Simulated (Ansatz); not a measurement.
**CH2ClNSe: basis-set convergence**

Aim: see how fast density functionals converge with the basis set for CH2ClNSe.

Program: Ansatz 0.2.0, Gaussian basis. Level of theory: one geometry, several basis sets. These are calculated values, not measurements.

The runs, in order: PBE0-D4/def2-SVP; ωB97M-V/def2-SVP; PBE0-D4/def2-QZVPP; ωB97M-V/def2-QZVPP; the functionals' def2-TZVPP values are taken from earlier runs.

## (1) Structure used throughout

The geometry comes from an earlier relaxation with PBE0-D4 in a triple-zeta def2 set; it is a stationary point.

SMILES `NC(Cl)=[Se]`, 6 atoms, charge 0, spin multiplicity 1.

Atoms are counted from 1 here; the program's logs count them from 0.

Bond lengths: N1–C2 1.331 Å, N1–H5 1.006 Å, N1–H6 1.006 Å, C2–Cl3 1.738 Å, C2–Se4 1.777 Å. Angles: C2–N1–H5 121.6°, C2–N1–H6 118.3°, H5–N1–H6 120.1°, N1–C2–Cl3 111.3°, N1–C2–Se4 125.7°, Cl3–C2–Se4 123.1°.

## (2) PBE0-D4 in def2-SVP

in.yaml

```yaml
crystal:
  periodic: [false, false, false]
  atoms:
    - {symbol: N, position_ang: [-0.535977, 0.516841, 0.164156]}
    - {symbol: C, position_ang: [0.388859, -0.379527, -0.171446]}
    - {symbol: Cl, position_ang: [1.079339, -1.129194, 1.235920]}
    - {symbol: Se, position_ang: [0.883729, -0.787439, -1.828741]}
    - {symbol: H, position_ang: [-0.767976, 0.699135, 1.126022]}
    - {symbol: H, position_ang: [-1.005773, 1.016183, -0.572210]}
basis:
  gaussian: {orbitals: def2-SVP}
hamiltonian: {xc: pbe0, dispersion: d4}
output: {orbitals: {seedname: orbitals}}
```

Command:

```console
$ ansatz run in.yaml --threads 2 --pin off --events-out ev --progress --plain --max-ram 4352MiB
```

Further steps of the session: ωB97M-V in def2-SVP; PBE0-D4 in def2-QZVPP; ωB97M-V in def2-QZVPP.

Before running them: what should the planned runs give, taken together? Wanted: PBE0-D4: double and triple zeta above quadruple; ωB97M-V: double and triple zeta above quadruple.

The runs gave:

```
                                       quantity           value
PBE0-D4: double and triple zeta above quadruple  17.15, 1.88 eV
ωB97M-V: double and triple zeta above quadruple  17.09, 1.81 eV
```

What this shows: PBE0-D4 gains 15.27 eV from double to triple zeta, then 1.88 eV more. Total energies overstate the basis error of differences, where much of it tends to cancel.
